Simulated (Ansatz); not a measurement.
# AlGaHCl+ (doublet): from Hartree-Fock to the top rungs, cc-pVDZ

One table from this session's results is given with a row withheld; the runs are named, their logs left out.

The runs use Ansatz 0.2.0, Gaussian basis; cc-pVDZ, core rule «outside noble gas», up to 24 orbitals frozen.

The runs, in order: UHF; CCSD(T) on ROHF; CCSD(T) on UHF; BCCD(T) on ROHF; CISD; CCSDT(Q) on ROHF; CCSDT(Q) on UHF; CASSCF and MRCISD+Q, 9 electrons in 9 orbitals; CASSCF and NEVPT2, 9 electrons in 9 orbitals.

24 further runs of the same task are left out: 1 for a known fault of the program, 11 that didn't finish, 12 set aside as unsound or not needed.

## The geometry

The geometry is a PBE0/def2-TZVP stationary point (not a proven minimum) of the parent state, kept for this charge and spin. No spin-orbit coupling is included. The filled d shell of Ga may be among the frozen orbitals whatever the setting's name suggests; the logs give the count.

4 atoms, charge 1, spin multiplicity 2.

Atoms are counted from 1 here; the program's logs count them from 0.

Bond lengths: Al1–Ga2 2.481 Å, Ga2–Cl3 2.167 Å, Ga2–H4 1.565 Å. Angles: Al1–Ga2–Cl3 111.1°, Al1–Ga2–H4 129.5°, Cl3–Ga2–H4 119.4°.

Coordinates:

```xyz
4

Al    0.0000   -0.7317    2.1344
Ga    0.0000    0.6006    0.0419
Cl    0.0000   -0.6855   -1.7026
H     0.0000    2.1542   -0.1484
```

Set-up of the first run:

Contents of in.yaml:

```yaml
crystal:
  periodic: [false, false, false]
  atoms:
    - {symbol: Al, position_ang: [0.000000, -0.731650, 2.134388]}
    - {symbol: Ga, position_ang: [0.000000, 0.600560, 0.041906]}
    - {symbol: Cl, position_ang: [0.000000, -0.685503, -1.702572]}
    - {symbol: H, position_ang: [0.000000, 2.154230, -0.148441]}
basis:
  gaussian: {orbitals: cc-pVDZ}
total_charge: 1
magnetization: {spin_polarized: true, initial_magnetization: 1}
hamiltonian: {xc: hf}
output: {orbitals: {seedname: orbitals}}
```

Started as:

```console
$ ansatz run in.yaml --threads 1 --pin off --events-out ev --progress --plain --max-ram 2393MiB
```

Steps of the session up to this table: UHF; CCSD(T) on ROHF; CCSD(T) on UHF; BCCD(T) on ROHF; CISD; CCSDT(Q) on ROHF; CCSDT(Q) on UHF; CASSCF and MRCISD+Q, 9 electrons in 9 orbitals; CASSCF and NEVPT2, 9 electrons in 9 orbitals.

One of the session's tables, all rows but one given; the rest of the session is left out.

It belongs to the step «Misses and costs». 

```
   method  from UCCSDT(Q) (meV)
     ROHF               +7021.6
      UHF               +6901.9
     RMP2               +1181.7
     UMP2               +1161.7
    RCCSD                +227.4
    UCCSD                +219.1
 RCCSD(T)                 +47.6
 UCCSD(T)                 +45.9
  BCCD(T)                     ?
   RCCSDT                 +18.0
   UCCSDT                 +16.0
RCCSDT(Q)                  +3.8
UCCSDT(Q)                     0
```

**Question.** Estimate the row for BCCD(T).

As computed: from UCCSDT(Q) (meV): +46.7. In the column «from UCCSDT(Q) (meV)» it lies between UCCSD(T) (+45.9) and RCCSD(T) (+47.6).

Not comparable, so not listed: CISD (they don't share determinant, frozen orbitals or solution with the rows shown, or repeat one).

To keep in mind: Left out of the table: CASSCF frontier, NEVPT2 frontier, MRCISD frontier, MRCISD+Q frontier (the active space lost an orbital or holds another state than full CI finds). Restricted and unrestricted rows rest on different reference determinants; where their highest levels disagree by more than a few hundredths of an eV, they describe different states and don't form one ladder. Warnings in the runs' records: passed over end.
